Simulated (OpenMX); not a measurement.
Runs of OpenMX 3.8.5 on GeW. It takes space group I4/mmm (No. 139, tetragonal). Conventional cell: a = 3.718 Å, b = 3.718 Å, c = 5.155 Å, α = 90.00°, β = 90.00°, γ = 90.00°. Ge (site symmetry 4/mmm) is surrounded by 6 W at 2.58 to 2.63 Å. Around W (site symmetry 4/mmm) lie 6 Ge at 2.58 to 2.63 Å. The cell was built by a generator and needn't be a form met in nature.

| potentials or basis | cell | pressure (GPa) |
| --- | --- | --- |
| OpenMX 2013 PBE set, Ge7.0-s3p2d2, W7.0-s3p2d2f1, grid cutoff 400 Ry | I4/mmm, 17.82 Å³/atom | (b) |
| OpenMX 2013 PBE set, Ge7.0-s3p2d2, W7.0-s3p2d2f1, grid cutoff 400 Ry | Fm-3m, 17.13 Å³/atom | (a) |
| OpenMX 2013 PBE set, Ge7.0-s2p2d1, W7.0-s3p2d2, grid cutoff 400 Ry | Fm-3m, 17.13 Å³/atom | 3.9 |
| OpenMX 2013 PBE set, Ge7.0-s3p2d2, W7.0-s3p2d2f1, grid cutoff 400 Ry | I4/mmm, 15.78 Å³/atom | 21.1 |
| OpenMX 2013 PBE set, Ge7.0-s3p2d2, W7.0-s3p2d2f1, grid cutoff 400 Ry | I4/mmm, 16.45 Å³/atom | 11.3 |
| OpenMX 2013 PBE set, Ge7.0-s3p2d2, W7.0-s3p2d2f1, grid cutoff 400 Ry | I4/mmm, 18.52 Å³/atom | -8.8 |

Alike in all rows: task band structure; level PBE; no spin polarisation; k mesh 7 × 7 × 7; smearing fermi-dirac 0.05 eV.

**Question.** Estimate the missing entries.

**Answer.** (a) 2.6; (b) -4.0.

Caveats: the basis of atomic orbitals isn't converged, which shifts pressures, moduli and gaps.
